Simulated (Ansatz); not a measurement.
**CH₄AlNO: how energies converge with the basis set**

An exercise on one series of results from a longer session: the logs are not shown, and one member is left open.

The runs use Ansatz 0.2.0, Gaussian basis; one geometry, several basis sets.

Levels to be run: PBE0-D4/def2-SVP; ωB97M-V/def2-SVP; PBE0-D4/def2-QZVPP; ωB97M-V/def2-QZVPP; the functionals' def2-TZVPP values are taken from earlier runs.

### The geometry

The geometry comes from an earlier relaxation with PBE0-D4 in a triple-zeta def2 set; it is a stationary point, not always the lowest conformer.

SMILES `N=[C](O)[AlH2]`, 8 atoms, charge 0, spin multiplicity 1.

Atoms are counted from 1 here; the program's logs count them from 0.

Bond lengths: N1–C2 1.271 Å, N1–H5 1.016 Å, C2–O3 1.350 Å, C2–Al4 1.987 Å, O3–H6 0.972 Å, Al4–H7 1.585 Å, Al4–H8 1.581 Å. Angles: C2–N1–H5 111.6°, N1–C2–O3 118.4°, N1–C2–Al4 124.6°, O3–C2–Al4 117.1°, C2–O3–H6 106.8°, C2–Al4–H7 113.2°, C2–Al4–H8 123.4°, H7–Al4–H8 123.4°.

Set-up of the first run:

Input file in.yaml:

```yaml
crystal:
  periodic: [false, false, false]
  atoms:
    - {symbol: N, position_ang: [0.327569, 1.298740, -0.840498]}
    - {symbol: C, position_ang: [0.373077, 0.412634, 0.069585]}
    - {symbol: O, position_ang: [1.252489, 0.576175, 1.080379]}
    - {symbol: Al, position_ang: [-0.766683, -1.213666, 0.117795]}
    - {symbol: H, position_ang: [-0.367274, 1.073196, -1.547212]}
    - {symbol: H, position_ang: [1.724937, 1.408030, 0.909219]}
    - {symbol: H, position_ang: [-1.765416, -1.312522, -1.108465]}
    - {symbol: H, position_ang: [-0.686599, -2.299687, 1.263297]}
basis:
  gaussian: {orbitals: def2-SVP}
hamiltonian: {xc: pbe0, dispersion: d4}
output: {orbitals: {seedname: orbitals}}
```

Launch:

```bash
$ ansatz run in.yaml --threads 2 --pin off --events-out ev --progress --plain --max-ram 4352MiB
```

Steps of the session up to this table: PBE0-D4 in def2-SVP; ωB97M-V in def2-SVP; PBE0-D4 in def2-QZVPP; ωB97M-V in def2-QZVPP.

One table of the session follows, with a row left open; its other results are not shown here.

| functional | basis | HOMO (eV) | LUMO (eV) |
| --- | --- | --- | --- |
| PBE0-D4 | def2-SVP | -7.23 | -2.03 |
| PBE0-D4 | def2-TZVPP | -7.45 | -2.11 |
| PBE0-D4 | def2-QZVPP | -7.49 | -2.14 |
| ωB97M-V | def2-SVP | -9.50 | -0.29 |
| ωB97M-V | def2-TZVPP | ? | ? |
| ωB97M-V | def2-QZVPP | -9.80 | -0.53 |

Q: Estimate the row for ωB97M-V, def2-TZVPP from the others.

As computed: HOMO (eV): -9.76; LUMO (eV): -0.43. In the column «HOMO (eV)» it lies between ωB97M-V, def2-QZVPP (-9.80) and ωB97M-V, def2-SVP (-9.50).
